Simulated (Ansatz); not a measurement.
# ZnSe: the cost of one run

Method: DFT PBE0, scalar-relativistic, plane waves, PAW, in Ansatz 0.2.0.

## 1. The structure to begin with

Symmetry: F-43m, No. 216, cubic system. Conventional cell: a = 5.842 Å, b = 5.842 Å, c = 5.842 Å, α = 90.00°, β = 90.00°, γ = 90.00°. Zn (site symmetry -43m) is surrounded by 4 Se at 2.53 Å. Se (site symmetry -43m) is surrounded by 4 Zn at 2.53 Å.

Structure file:

```cif
data_structure
_symmetry_space_group_name_H-M 'F-43m'
_symmetry_Int_Tables_number 216
_cell_length_a 5.8419
_cell_length_b 5.8419
_cell_length_c 5.8419
_cell_angle_alpha 90.000
_cell_angle_beta 90.000
_cell_angle_gamma 90.000
_cell_volume 199.37
loop_
_atom_site_label
_atom_site_type_symbol
_atom_site_symmetry_multiplicity
_atom_site_Wyckoff_symbol
_atom_site_fract_x
_atom_site_fract_y
_atom_site_fract_z
_atom_site_occupancy
Zn1 Zn 4 a 0.00000 0.00000 0.00000 1
Se1 Se 4 d 0.25000 0.25000 0.75000 1
```

This is a trial structure built by rule; it need not be a known or stable form of this composition.

The cell is the ideal cubic zincblende prototype; whether it is the stable structure of this composition wasn't checked.

## 2. Seeking zero pressure, try 1

Contents of input.yaml:

```yaml
crystal:
  lattice:
    - [0.0, 2.9209304819, 2.9209304819]
    - [2.9209304819, 0.0, 2.9209304819]
    - [2.9209304819, 2.9209304819, 0.0]
  atoms:
    - { symbol: Zn, position: [0.0, 0.0, 0.0] }
    - { symbol: Se, position: [0.25, 0.25, 0.25] }
basis:
  ecutwfc: 420
kpoints:
  mp_grid: { grid: [6, 6, 6] }
hamiltonian:
  xc: pbe0
scf:
  occupations: { method: gaussian, width: 0.05 }
output:
  forces: true
  stress: true
  eigenvalues: true
```

Launch:

```
ansatz run input.yaml --threads 4 --pin off --max-ram 12288MiB --backend cpu --events-out ev --progress --plain --runs-dir out
```

What time and memory should one allow on 4 threads of Intel Xeon Platinum 8259CL at 2.50GHz (Skylake/Cascade Lake), shared host?

About 30 s, with a peak of 1.8 GiB.
